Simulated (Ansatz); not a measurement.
# C3H10AlClSi: the cost of one run

All numbers below are computed with Ansatz 0.2.0 (RKS PBE/STO-3G).

## 1. The structure to begin with

Bond lengths (14 of 15 bonds, heavy atoms first): Al1–C2 1.999 Å, C2–Si3 1.889 Å, Si3–C4 1.820 Å, C4–C5 1.553 Å, C5–Cl6 1.794 Å, Al1–H7 1.622 Å, Al1–H8 1.572 Å, C2–H9 1.087 Å, C2–H10 1.133 Å, Si3–H11 1.486 Å, Si3–H12 1.417 Å, C4–H13 1.035 Å, C4–H14 1.167 Å, C5–H15 1.095 Å. Angles (14 of 27 angles, heavy atoms first): Al1–C2–Si3 111.5°, C2–Si3–C4 108.9°, Si3–C4–C5 110.4°, C4–C5–Cl6 111.5°, Al1–C2–H9 110.3°, Al1–C2–H10 108.6°, Si3–C2–H9 109.0°, Si3–C2–H10 109.6°, C2–Al1–H7 114.3°, C2–Al1–H8 117.0°, C2–Si3–H11 107.5°, C2–Si3–H12 110.2°, C4–Si3–H11 106.4°, C4–Si3–H12 113.7°.

As a file:

```xyz
16

Al    0.6514   -2.5925   -1.0203
C     1.6592   -0.9150   -0.6124
Si    0.5120    0.5847   -0.5452
C    -0.5188    0.4721    0.9501
C    -1.4819    1.6869    1.0362
Cl   -2.5557    1.5726    2.4686
H    -0.9620   -2.4308   -0.9671
H     1.1791   -3.4686   -2.2135
H     2.4235   -0.7424   -1.3660
H     2.1786   -1.0404    0.3866
H     1.3622    1.7915   -0.3790
H    -0.2338    0.6835   -1.7464
H    -0.0204    0.3962    1.8537
H    -1.2468   -0.4366    0.8682
H    -2.1130    1.7734    0.1460
H    -0.8565    2.6428    1.1846
```

## 2. End point A

Input file input.yaml:

```yaml
crystal:
  periodic: [false, false, false]
  atoms:
    - { symbol: Al, position_ang: [0.6514, -2.5925, -1.0203] }
    - { symbol: C, position_ang: [1.6592, -0.915, -0.6124] }
    - { symbol: Si, position_ang: [0.512, 0.5847, -0.5452] }
    - { symbol: C, position_ang: [-0.5188, 0.4721, 0.9501] }
    - { symbol: C, position_ang: [-1.4819, 1.6869, 1.0362] }
    - { symbol: Cl, position_ang: [-2.5557, 1.5726, 2.4686] }
    - { symbol: H, position_ang: [-0.962, -2.4308, -0.9671] }
    - { symbol: H, position_ang: [1.1791, -3.4686, -2.2135] }
    - { symbol: H, position_ang: [2.4235, -0.7424, -1.366] }
    - { symbol: H, position_ang: [2.1786, -1.0404, 0.3866] }
    - { symbol: H, position_ang: [1.3622, 1.7915, -0.379] }
    - { symbol: H, position_ang: [-0.2338, 0.6835, -1.7464] }
    - { symbol: H, position_ang: [-0.0204, 0.3962, 1.8537] }
    - { symbol: H, position_ang: [-1.2468, -0.4366, 0.8682] }
    - { symbol: H, position_ang: [-2.113, 1.7734, 0.146] }
    - { symbol: H, position_ang: [-0.8565, 2.6428, 1.1846] }
basis:
  gaussian: { orbitals: STO-3G }
hamiltonian:
  xc: pbe
relax:
  f_tol: 0.015
  max_steps: 40
```

The run is started by

```bash
> ansatz run input.yaml --threads 1 --pin off --max-ram 2048MiB --backend cpu --events-out ev --progress --plain --runs-dir out
```

Q: Estimate wall time and peak memory on 1 thread of AMD EPYC 9R45 (Zen 5), shared host.

About 64 s, with a peak of 0.18 GiB.
